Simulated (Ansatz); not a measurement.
# C₂H₉ClSi₂: up Jacob's ladder to CCSD(T)

One table from this session's results is given with a row withheld; the runs are named, their logs left out.

Method: functionals in def2-TZVPP, the program's frozen cores in correlated methods; program: Ansatz 0.2.0, Gaussian basis.

The runs, in order: PBE-D4, r2SCAN-D4, PBE0-D4, B3LYP-D4, ωB97X-V, ωB97M-V, B2PLYP; CCSD(T)/def2-TZVPP; MP2/def2-QZVPP; extrapolation to the limit.

### The geometry

The geometry comes from an earlier relaxation with PBE0-D4 in a triple-zeta def2 set; it is a stationary point, not always the lowest conformer.

SMILES `[SiH3]CC[SiH2]Cl`, 14 atoms, charge 0, spin multiplicity 1.

Atoms are counted from 1 here; the program's logs count them from 0.

Bond lengths: Si1–C2 1.881 Å, Si1–H6 1.487 Å, Si1–H7 1.489 Å, Si1–H8 1.487 Å, C2–C3 1.532 Å, C2–H9 1.095 Å, C2–H10 1.096 Å, C3–Si4 1.868 Å, C3–H11 1.098 Å, C3–H12 1.096 Å, Si4–Cl5 2.063 Å, Si4–H13 1.483 Å, Si4–H14 1.483 Å. Angles: C2–Si1–H6 111.4°, C2–Si1–H7 110.0°, C2–Si1–H8 109.7°, H6–Si1–H7 108.2°, H6–Si1–H8 108.6°, H7–Si1–H8 108.9°, Si1–C2–C3 115.8°, Si1–C2–H9 107.7°, Si1–C2–H10 107.0°, C3–C2–H9 110.1°, C3–C2–H10 109.8°, H9–C2–H10 105.9°, C2–C3–Si4 116.3°, C2–C3–H11 110.8°, C2–C3–H12 110.3°, Si4–C3–H11 106.3°, Si4–C3–H12 106.8°, H11–C3–H12 105.8° and more.

The first run:

Contents of in.yaml:

```yaml
crystal:
  periodic: [false, false, false]
  atoms:
    - {symbol: Si, position_ang: [-0.390032, -0.822226, 1.695554]}
    - {symbol: C, position_ang: [0.965943, -0.129840, 0.591260]}
    - {symbol: C, position_ang: [0.685533, -0.167583, -0.914497]}
    - {symbol: Si, position_ang: [-0.743860, 0.873832, -1.516440]}
    - {symbol: Cl, position_ang: [-0.554087, 2.790310, -0.778008]}
    - {symbol: H, position_ang: [-1.608859, 0.028914, 1.656533]}
    - {symbol: H, position_ang: [-0.764288, -2.191864, 1.245474]}
    - {symbol: H, position_ang: [0.094678, -0.893308, 3.099664]}
    - {symbol: H, position_ang: [1.163329, 0.898699, 0.911603]}
    - {symbol: H, position_ang: [1.879184, -0.693448, 0.812128]}
    - {symbol: H, position_ang: [0.480062, -1.193478, -1.247000]}
    - {symbol: H, position_ang: [1.570462, 0.156722, -1.474244]}
    - {symbol: H, position_ang: [-2.055039, 0.356915, -1.055764]}
    - {symbol: H, position_ang: [-0.735925, 0.957254, -2.997460]}
basis:
  gaussian: {orbitals: def2-TZVPP}
hamiltonian: {xc: pbe, dispersion: d4}
output: {forces: true, orbitals: {seedname: orbitals}}
```

The run is started by

```sh
> ansatz run in.yaml --threads 2 --pin off --events-out ev --progress --plain --max-ram 22528MiB --backend cuda --devices 0, --max-vram 18GiB
```

Steps of the session up to this table: PBE-D4 (GGA); r2SCAN-D4 (meta-GGA); PBE0-D4 (hybrid); B3LYP-D4 (hybrid); ωB97X-V (range-separated); ωB97M-V (range-separated); B2PLYP (double hybrid); CCSD(T) in def2-TZVPP; MP2 in def2-QZVPP.

One table of the session follows, with a row left open; its other results are not shown here.

```
            method  atomisation energy (kJ/mol)
            PBE-D4                       4798.8
         r2SCAN-D4                       4797.0
           PBE0-D4                       4779.4
          B3LYP-D4                       4783.2
           ωB97X-V                       4819.4
           ωB97M-V                       4807.9
            B2PLYP                       4725.1
     HF/def2-TZVPP                       3669.3
    MP2/def2-TZVPP                       4701.6
   CCSD/def2-TZVPP                       4632.9
CCSD(T)/def2-TZVPP                            ?
           MP2/CBS                       4815.9
       CCSD(T)/CBS                       4797.3
```

Estimate the missing values for CCSD(T)/def2-TZVPP.

As computed: atomisation energy (kJ/mol): 4682.9. In the column «atomisation energy (kJ/mol)» it lies between CCSD/def2-TZVPP (4632.9) and MP2/def2-TZVPP (4701.6).
